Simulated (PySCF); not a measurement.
# Te, Te⁺: ionisation energy in aug-cc-pV5Z-PP with ECP28

Wanted: the ionisation energy of tellurium, up a ladder of methods.

Program: PySCF 2.14.0. Level of theory: unrestricted determinants in a Gaussian basis, no spin-orbit coupling in the energies. These are calculated values, not measurements, unless marked.

## (1) The atom as given

```
Element                                   : tellurium (Z = 52)
Basis                                     : aug-cc-pV5Z-PP with ECP28MDF (8s8p6d4f3g2h, 139 functions)
Hamiltonian                               : a scalar-relativistic core potential
State 1                                   : Te: [Kr] 4d10 5s2 5p4, high-spin 3P determinant
State 2                                   : Te⁺: [Kr] 4d10 5s2 5p3, high-spin 4S determinant
Methods                                   : UHF, LDA, PBE, PBE0, r2SCAN, TPSS, M06-2X, revPBE, MP2
Core shells frozen in the correlated runs : valence: 4s2 4p6 4d10 (for Te)
```

Outer shells as boxes (Hund's rule):

Te [Kr] 4d10 5s2 5p4
```
[Kr] core
4d [↑↓][↑↓][↑↓][↑↓][↑↓]
5s [↑↓]
5p [↑↓][↑ ][↑ ]
```

Te+ [Kr] 4d10 5s2 5p3
```
[Kr] core
4d [↑↓][↑↓][↑↓][↑↓][↑↓]
5s [↑↓]
5p [↑ ][↑ ][↑ ]
```

One driver process ran all states and methods and kept the integrals in memory. Each run is shown as a PySCF script that sums up its settings (the driver passes frozen orbitals as a list and adds second-order terms of double hybrids); the logs are those of the runs themselves. The driver starts from symmetry-adapted Hartree-Fock orbitals, holds the occupation by maximum overlap and uses a logarithmic radial grid for functionals, so a plain start would take other cycles.

The integrals over 139 functions and the set-up took 15 s of CPU time.

## (2) Te: the ladder of methods

#### UHF

The input, input.py:

```python
from pyscf import gto, scf, dft, mp, cc
import basis_set_exchange as bse
txt = bse.get_basis("aug-cc-pV5Z-PP", elements=["Te"], fmt="nwchem", header=False)
cut = txt.index("\nECP")
mol = gto.M(atom="Te 0 0 0", charge=0, spin=2, symmetry="D2h",
            basis=gto.basis.parse(txt[:cut]),
            ecp={"Te": gto.basis.parse_ecp(txt[cut:])})
mf = scf.UHF(mol)
mf.irrep_nelec = {'Ag': (4, 4), 'B1g': (1, 1), 'B2g': (1, 1), 'B3g': (1, 1), 'B1u': (2, 1), 'B2u': (2, 2), 'B3u': (2, 1)}
mf.kernel()
```

Log:

```text
damping factor = 0
level_shift factor = 0
DIIS = <class 'pyscf.scf.diis.CDIIS'>
diis_start_cycle = 1
diis_space = 10
diis_damp = 0
SCF conv_tol = 1e-09
SCF conv_tol_grad = None
number electrons alpha = 13  beta = 11
cycle= 1 E= -267.006138945263  delta_E= -0.00502  |g|= 0.0254  |ddm|= 0.0893
cycle= 2 E= -267.006869599356  delta_E= -0.000731  |g|= 0.0108  |ddm|= 0.0321
cycle= 3 E= -267.007042840914  delta_E= -0.000173  |g|= 0.00122  |ddm|= 0.0256
cycle= 4 E= -267.007045892643  delta_E= -3.05e-06  |g|= 0.000496  |ddm|= 0.00524
cycle= 5 E= -267.00704624934  delta_E= -3.57e-07  |g|= 0.000168  |ddm|= 0.00202
cycle= 6 E= -267.007046317606  delta_E= -6.83e-08  |g|= 3.61e-05  |ddm|= 0.00107
cycle= 7 E= -267.007046320257  delta_E= -2.65e-09  |g|= 5.53e-06  |ddm|= 0.000225
cycle= 8 E= -267.007046320302  delta_E= -4.58e-11  |g|= 9.36e-07  |ddm|= 2.75e-05
converged SCF energy = -267.007046320302  <S^2> = 2.0132769  2S+1 = 3.0088382
```

CPU time 8.2 s on a shared host, the integrals not counted.

Orbital energies by shell (radii are means over both spins):

| shell | electrons | mean orbital energy (eV) | spread (eV) | rms radius (bohr) |
| --- | --- | --- | --- | --- |
| 4s α | 1 | -194.21 | 0 | 0.820 |
| 4s β | 1 | -193.88 | 0 | 0.820 |
| 4p α | 3 | -138.85 | 0.531 | 0.882 |
| 4p β | 3 | -138.52 | 0.063 | 0.882 |
| 4d α | 5 | -53.246 | 0.573 | 1.04 |
| 4d β | 5 | -52.969 | 0.294 | 1.04 |
| 5s α | 1 | -22.623 | 0 | 2.29 |
| 5s β | 1 | -18.119 | 0 | 2.29 |
| 5p α | 3 | -10.339 | 1.510 | 2.86 |
| 5p β | 1 | -8.499 | 0 | 2.86 |

⟨S²⟩ = 2.013, ⟨L²⟩ = 2.05.

Energies and moments cover only the electrons outside the core potential.

#### LDA

input.py differs from the last one in:

```diff
@@ -7,3 +7,3 @@
             ecp={"Te": gto.basis.parse_ecp(txt[cut:])})
-mf = scf.UHF(mol)
+mf = dft.UKS(mol, xc="LDA,VWN")
 mf.irrep_nelec = {'Ag': (4, 4), 'B1g': (1, 1), 'B2g': (1, 1), 'B3g': (1, 1), 'B1u': (2, 1), 'B2u': (2, 2), 'B3u': (2, 1)}
```

Log:

```text
damping factor = 0
level_shift factor = 0
DIIS = <class 'pyscf.scf.diis.CDIIS'>
diis_start_cycle = 1
diis_space = 10
diis_damp = 0
SCF conv_tol = 1e-09
SCF conv_tol_grad = None
number electrons alpha = 13  beta = 11
XC functionals = LDA,VWN
    P. A. M. Dirac.,  Math. Proc. Cambridge Philos. Soc. 26, 376 (1930)
    F. Bloch.,  Z. Phys. 57, 545 (1929)
    S. H. Vosko, L. Wilk, and M. Nusair.,  Can. J. Phys. 58, 1200 (1980)
cycle= 1 E= -267.586042477079  delta_E= -0.014  |g|= 0.0902  |ddm|= 1.04
cycle= 2 E= -267.586727180959  delta_E= -0.000685  |g|= 0.0643  |ddm|= 0.317
cycle= 3 E= -267.587268467205  delta_E= -0.000541  |g|= 0.00648  |ddm|= 0.156
cycle= 4 E= -267.587286579953  delta_E= -1.81e-05  |g|= 0.000405  |ddm|= 0.0217
cycle= 5 E= -267.587286663782  delta_E= -8.38e-08  |g|= 5.07e-05  |ddm|= 0.00132
cycle= 6 E= -267.58728666564  delta_E= -1.86e-09  |g|= 2.53e-06  |ddm|= 0.000171
cycle= 7 E= -267.587286665645  delta_E= -5.17e-12  |g|= 8.8e-08  |ddm|= 9.99e-06
converged SCF energy = -267.587286665645  <S^2> = 2.0018085  2S+1 = 3.0012054
```

It used 1.8 s of CPU time after the integrals (shared host).

#### PBE

input.py differs from the last one in:

```diff
@@ -7,3 +7,3 @@
             ecp={"Te": gto.basis.parse_ecp(txt[cut:])})
-mf = dft.UKS(mol, xc="LDA,VWN")
+mf = dft.UKS(mol, xc="PBE")
 mf.irrep_nelec = {'Ag': (4, 4), 'B1g': (1, 1), 'B2g': (1, 1), 'B3g': (1, 1), 'B1u': (2, 1), 'B2u': (2, 2), 'B3u': (2, 1)}
```

Log:

```text
damping factor = 0
level_shift factor = 0
DIIS = <class 'pyscf.scf.diis.CDIIS'>
diis_start_cycle = 1
diis_space = 10
diis_damp = 0
SCF conv_tol = 1e-09
SCF conv_tol_grad = None
number electrons alpha = 13  beta = 11
XC functionals = PBE
    J. P. Perdew, K. Burke, and M. Ernzerhof.,  Phys. Rev. Lett. 77, 3865 (1996)
    J. P. Perdew, K. Burke, and M. Ernzerhof.,  Phys. Rev. Lett. 78, 1396 (1997)
    J. P. Perdew, K. Burke, and M. Ernzerhof.,  Phys. Rev. Lett. 77, 3865 (1996)
    J. P. Perdew, K. Burke, and M. Ernzerhof.,  Phys. Rev. Lett. 78, 1396 (1997)
cycle= 1 E= -267.974825885361  delta_E= -0.0105  |g|= 0.0312  |ddm|= 1.11
cycle= 2 E= -267.975096847753  delta_E= -0.000271  |g|= 0.0134  |ddm|= 0.0997
cycle= 3 E= -267.975136627851  delta_E= -3.98e-05  |g|= 0.00119  |ddm|= 0.0327
cycle= 4 E= -267.975136993724  delta_E= -3.66e-07  |g|= 0.000505  |ddm|= 0.00394
cycle= 5 E= -267.975137078322  delta_E= -8.46e-08  |g|= 0.00014  |ddm|= 0.00187
cycle= 6 E= -267.975137087303  delta_E= -8.98e-09  |g|= 5.5e-06  |ddm|= 0.000449
cycle= 7 E= -267.975137087322  delta_E= -1.97e-11  |g|= 3.08e-07  |ddm|= 1.82e-05
converged SCF energy = -267.975137087322  <S^2> = 2.0034721  2S+1 = 3.0023138
```

CPU time 2.5 s on a shared host, the integrals not counted.

#### PBE0

input.py differs from the last one in:

```diff
@@ -7,3 +7,3 @@
             ecp={"Te": gto.basis.parse_ecp(txt[cut:])})
-mf = dft.UKS(mol, xc="PBE")
+mf = dft.UKS(mol, xc="PBE0")
 mf.irrep_nelec = {'Ag': (4, 4), 'B1g': (1, 1), 'B2g': (1, 1), 'B3g': (1, 1), 'B1u': (2, 1), 'B2u': (2, 2), 'B3u': (2, 1)}
```

Log:

```text
damping factor = 0
level_shift factor = 0
DIIS = <class 'pyscf.scf.diis.CDIIS'>
diis_start_cycle = 1
diis_space = 10
diis_damp = 0
SCF conv_tol = 1e-09
SCF conv_tol_grad = None
number electrons alpha = 13  beta = 11
XC functionals = PBE0
    C. Adamo and V. Barone.,  J. Chem. Phys. 110, 6158 (1999)
    M. Ernzerhof and G. E. Scuseria.,  J. Chem. Phys. 110, 5029 (1999)
cycle= 1 E= -267.996115540712  delta_E= -0.0074  |g|= 0.0194  |ddm|= 0.807
cycle= 2 E= -267.996298273542  delta_E= -0.000183  |g|= 0.00387  |ddm|= 0.0662
cycle= 3 E= -267.996307985936  delta_E= -9.71e-06  |g|= 0.000832  |ddm|= 0.0119
cycle= 4 E= -267.99630880787  delta_E= -8.22e-07  |g|= 0.000406  |ddm|= 0.00306
cycle= 5 E= -267.996308858993  delta_E= -5.11e-08  |g|= 8.9e-05  |ddm|= 0.00121
cycle= 6 E= -267.996308861559  delta_E= -2.57e-09  |g|= 7.18e-06  |ddm|= 0.000245
cycle= 7 E= -267.996308861614  delta_E= -5.49e-11  |g|= 8.59e-07  |ddm|= 2.99e-05
converged SCF energy = -267.996308861614  <S^2> = 2.0046865  2S+1 = 3.0031227
```

It used 5.7 s of CPU time after the integrals (shared host).

#### r2SCAN

input.py differs from the last one in:

```diff
@@ -7,3 +7,3 @@
             ecp={"Te": gto.basis.parse_ecp(txt[cut:])})
-mf = dft.UKS(mol, xc="PBE0")
+mf = dft.UKS(mol, xc="R2SCAN")
 mf.irrep_nelec = {'Ag': (4, 4), 'B1g': (1, 1), 'B2g': (1, 1), 'B3g': (1, 1), 'B1u': (2, 1), 'B2u': (2, 2), 'B3u': (2, 1)}
```

Log:

```text
damping factor = 0
level_shift factor = 0
DIIS = <class 'pyscf.scf.diis.CDIIS'>
diis_start_cycle = 1
diis_space = 10
diis_damp = 0
SCF conv_tol = 1e-09
SCF conv_tol_grad = None
number electrons alpha = 13  beta = 11
XC functionals = R2SCAN
    J. W. Furness, A. D. Kaplan, J. Ning, J. P. Perdew, and J. Sun.,  J. Phys. Chem. Lett. 11, 8208-8215 (2020)
    J. W. Furness, A. D. Kaplan, J. Ning, J. P. Perdew, and J. Sun.,  J. Phys. Chem. Lett. 11, 9248-9248 (2020)
    J. W. Furness, A. D. Kaplan, J. Ning, J. P. Perdew, and J. Sun.,  J. Phys. Chem. Lett. 11, 8208-8215 (2020)
    J. W. Furness, A. D. Kaplan, J. Ning, J. P. Perdew, and J. Sun.,  J. Phys. Chem. Lett. 11, 9248-9248 (2020)
cycle= 1 E= -268.091177887148  delta_E= -0.01  |g|= 0.019  |ddm|= 1.17
cycle= 2 E= -268.091392663834  delta_E= -0.000215  |g|= 0.00992  |ddm|= 0.0887
cycle= 3 E= -268.091429413345  delta_E= -3.67e-05  |g|= 0.00495  |ddm|= 0.0403
cycle= 4 E= -268.091434627075  delta_E= -5.21e-06  |g|= 0.000514  |ddm|= 0.012
cycle= 5 E= -268.091434997362  delta_E= -3.7e-07  |g|= 7.69e-05  |ddm|= 0.0025
cycle= 6 E= -268.09143500656  delta_E= -9.2e-09  |g|= 1.76e-05  |ddm|= 0.000405
cycle= 7 E= -268.091435006993  delta_E= -4.33e-10  |g|= 2.1e-06  |ddm|= 9.2e-05
converged SCF energy = -268.091435006993  <S^2> = 2.0066501  2S+1 = 3.0044301
```

It used 4.6 s of CPU time after the integrals (shared host).

#### TPSS

input.py differs from the last one in:

```diff
@@ -7,3 +7,3 @@
             ecp={"Te": gto.basis.parse_ecp(txt[cut:])})
-mf = dft.UKS(mol, xc="R2SCAN")
+mf = dft.UKS(mol, xc="TPSS")
 mf.irrep_nelec = {'Ag': (4, 4), 'B1g': (1, 1), 'B2g': (1, 1), 'B3g': (1, 1), 'B1u': (2, 1), 'B2u': (2, 2), 'B3u': (2, 1)}
```

Log:

```text
damping factor = 0
level_shift factor = 0
DIIS = <class 'pyscf.scf.diis.CDIIS'>
diis_start_cycle = 1
diis_space = 10
diis_damp = 0
SCF conv_tol = 1e-09
SCF conv_tol_grad = None
number electrons alpha = 13  beta = 11
XC functionals = TPSS
    J. Tao, J. P. Perdew, V. N. Staroverov, and G. E. Scuseria.,  Phys. Rev. Lett. 91, 146401 (2003)
    J. P. Perdew, J. Tao, V. N. Staroverov, and G. E. Scuseria.,  J. Chem. Phys. 120, 6898 (2004)
    J. Tao, J. P. Perdew, V. N. Staroverov, and G. E. Scuseria.,  Phys. Rev. Lett. 91, 146401 (2003)
    J. P. Perdew, J. Tao, V. N. Staroverov, and G. E. Scuseria.,  J. Chem. Phys. 120, 6898 (2004)
cycle= 1 E= -267.880566658476  delta_E= -0.00934  |g|= 0.0352  |ddm|= 0.964
cycle= 2 E= -267.880785286797  delta_E= -0.000219  |g|= 0.0197  |ddm|= 0.113
cycle= 3 E= -267.88083676331  delta_E= -5.15e-05  |g|= 0.00295  |ddm|= 0.0482
cycle= 4 E= -267.880839409602  delta_E= -2.65e-06  |g|= 0.00064  |ddm|= 0.00947
cycle= 5 E= -267.880839594714  delta_E= -1.85e-07  |g|= 8.05e-05  |ddm|= 0.00216
cycle= 6 E= -267.880839598361  delta_E= -3.65e-09  |g|= 6.46e-06  |ddm|= 0.000243
cycle= 7 E= -267.880839598386  delta_E= -2.43e-11  |g|= 3.46e-07  |ddm|= 2.09e-05
converged SCF energy = -267.880839598386  <S^2> = 2.0041076  2S+1 = 3.0027372
```

CPU time 5.3 s on a shared host, the integrals not counted.

#### M06-2X

input.py differs from the last one in:

```diff
@@ -7,3 +7,3 @@
             ecp={"Te": gto.basis.parse_ecp(txt[cut:])})
-mf = dft.UKS(mol, xc="TPSS")
+mf = dft.UKS(mol, xc="M062X")
 mf.irrep_nelec = {'Ag': (4, 4), 'B1g': (1, 1), 'B2g': (1, 1), 'B3g': (1, 1), 'B1u': (2, 1), 'B2u': (2, 2), 'B3u': (2, 1)}
```

Log:

```text
damping factor = 0
level_shift factor = 0
DIIS = <class 'pyscf.scf.diis.CDIIS'>
diis_start_cycle = 1
diis_space = 10
diis_damp = 0
SCF conv_tol = 1e-09
SCF conv_tol_grad = None
number electrons alpha = 13  beta = 11
XC functionals = M062X
    Y. Zhao and D. G. Truhlar.,  Theor. Chem. Acc. 120, 215 (2008)
    Y. Zhao and D. G. Truhlar.,  Theor. Chem. Acc. 120, 215 (2008)
cycle= 1 E= -267.922720686537  delta_E= -0.00655  |g|= 0.0252  |ddm|= 0.74
cycle= 2 E= -267.922953551578  delta_E= -0.000233  |g|= 0.00712  |ddm|= 0.161
cycle= 3 E= -267.922969510621  delta_E= -1.6e-05  |g|= 0.00349  |ddm|= 0.0212
cycle= 4 E= -267.922972326184  delta_E= -2.82e-06  |g|= 0.000478  |ddm|= 0.0134
cycle= 5 E= -267.922972409877  delta_E= -8.37e-08  |g|= 6.19e-05  |ddm|= 0.00181
cycle= 6 E= -267.922972412509  delta_E= -2.63e-09  |g|= 9.97e-06  |ddm|= 0.000215
cycle= 7 E= -267.922972412622  delta_E= -1.13e-10  |g|= 2.6e-06  |ddm|= 7.79e-05
converged SCF energy = -267.922972412622  <S^2> = 2.0086899  2S+1 = 3.0057877
```

CPU time 8.6 s on a shared host, the integrals not counted.

#### revPBE

input.py differs from the last one in:

```diff
@@ -7,3 +7,3 @@
             ecp={"Te": gto.basis.parse_ecp(txt[cut:])})
-mf = dft.UKS(mol, xc="M062X")
+mf = dft.UKS(mol, xc="PBE_R,PBE")
 mf.irrep_nelec = {'Ag': (4, 4), 'B1g': (1, 1), 'B2g': (1, 1), 'B3g': (1, 1), 'B1u': (2, 1), 'B2u': (2, 2), 'B3u': (2, 1)}
```

Log:

```text
damping factor = 0
level_shift factor = 0
DIIS = <class 'pyscf.scf.diis.CDIIS'>
diis_start_cycle = 1
diis_space = 10
diis_damp = 0
SCF conv_tol = 1e-09
SCF conv_tol_grad = None
number electrons alpha = 13  beta = 11
XC functionals = PBE_R,PBE
    Y. Zhang and W. Yang.,  Phys. Rev. Lett. 80, 890 (1998)
    J. P. Perdew, K. Burke, and M. Ernzerhof.,  Phys. Rev. Lett. 77, 3865 (1996)
    J. P. Perdew, K. Burke, and M. Ernzerhof.,  Phys. Rev. Lett. 78, 1396 (1997)
cycle= 1 E= -268.031773101002  delta_E= -0.0101  |g|= 0.0251  |ddm|= 1.16
cycle= 2 E= -268.032006366668  delta_E= -0.000233  |g|= 0.00838  |ddm|= 0.0859
cycle= 3 E= -268.032037262331  delta_E= -3.09e-05  |g|= 0.00119  |ddm|= 0.027
cycle= 4 E= -268.032037843911  delta_E= -5.82e-07  |g|= 0.00089  |ddm|= 0.0061
cycle= 5 E= -268.032038084582  delta_E= -2.41e-07  |g|= 8.03e-05  |ddm|= 0.00247
cycle= 6 E= -268.032038087466  delta_E= -2.88e-09  |g|= 4.81e-06  |ddm|= 0.000168
cycle= 7 E= -268.032038087483  delta_E= -1.71e-11  |g|= 3.13e-07  |ddm|= 1.54e-05
converged SCF energy = -268.032038087483  <S^2> = 2.004173  2S+1 = 3.0027807
```

It used 2.9 s of CPU time after the integrals (shared host).

#### MP2 (valence)

input.py differs from the last one in:

```diff
@@ -7,4 +7,5 @@
             ecp={"Te": gto.basis.parse_ecp(txt[cut:])})
-mf = dft.UKS(mol, xc="PBE_R,PBE")
+mf = scf.UHF(mol)
 mf.irrep_nelec = {'Ag': (4, 4), 'B1g': (1, 1), 'B2g': (1, 1), 'B3g': (1, 1), 'B1u': (2, 1), 'B2u': (2, 2), 'B3u': (2, 1)}
 mf.kernel()
+mp.UMP2(mf, frozen=9).kernel()
```

This step left no log, only its results.

It used 3.1 s of CPU time after the integrals (shared host).

With 6 electrons correlated, the MP2 correlation energy is -0.10032 hartree (-0.02087 same spin, -0.07945 opposite spin); the SCS form gives -0.10229. Largest pairs of shells: 5s-5p -0.0468, 5p-5p -0.0449, 5s-5s -0.0087.

Radial density 4πr²ρ of Te at UHF, the electrons outside the core potential:

| r (bohr) | density | spin density |
| --- | --- | --- |
| 0.00133 | 1.05e-05 | 0.000 |
| 0.00224 | 2.89e-05 | 0.000 |
| 0.00377 | 7.64e-05 | 0.000 |
| 0.00634 | 0.000190 | 0.000 |
| 0.0107 | 0.000441 | 0.000 |
| 0.0179 | 0.000893 | 0.000 |
| 0.0302 | 0.00150 | 0.000 |
| 0.0508 | 0.00205 | 0.000 |
| 0.0854 | 0.00401 | 0.000 |
| 0.144 | 0.0284 | 0.000 |
| 0.242 | 0.382 | 0.002 |
| 0.406 | 5.82 | 0.046 |
| 0.684 | 25.5 | 0.137 |
| 1.15 | 12.3 | 0.042 |
| 1.93 | 3.78 | 0.948 |
| 3.25 | 1.33 | 0.518 |
| 5.47 | 0.0898 | 0.031 |
| 9.21 | 0.000546 | 0.000 |

[end of part 1 of 2]
